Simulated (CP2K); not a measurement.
HPbNO4:

```xyz
7
Lattice="4.2041 0.0000 0.0000 2.0217 3.8395 0.0000 2.0469 1.2790 6.2813" Properties=species:S:1:pos:R:3 pbc="T T T"
H     6.4119    3.4218    3.9444
Pb    4.2925    4.6959    5.5497
N     2.2802    1.4940    1.8951
O     6.4140    3.5006    4.9249
O     2.3104    1.0037    0.7095
O     2.3185    0.7238    2.8804
O     2.2113    2.7408    2.0273
```

The cell was built by a generator and needn't be a form met in nature.

Program: CP2K 2026.2. Alike in all runs: potentials or basis POTENTIAL_UZH H GTH-PBE-q1, Pb GTH-PBE-q4, N GTH-PBE-q5, O GTH-PBE-q6; TZVP-MOLOPT-PBE-GTH basis; no spin polarisation; cell as given; k mesh 7 × 7 × 5.

Order these runs on this cell by their pressure, lowest first.
A. level LDA; smearing fermi-dirac 0.05 eV; CUTOFF of the grids 1000 Ry; points a segment of the path (NPOINTS) 6
B. level PBE; smearing fermi-dirac 0.0259 eV; hirshfeld SHAPE_FUNCTION GAUSSIAN; VORONOI_RADII UNITY; MPI ranks 4; CUTOFF of the grids 600 Ry
C. level RPBE; smearing fermi-dirac 0.05 eV; CUTOFF of the grids 1000 Ry; points a segment of the path (NPOINTS) 6

A (-1.2 GPa), B (1.6 GPa), C (3.1 GPa).

Caveats: the basis of atomic orbitals isn't converged, which shifts pressures, moduli and gaps; the potentials were made for another functional, which shifts forces and pressure (some runs).
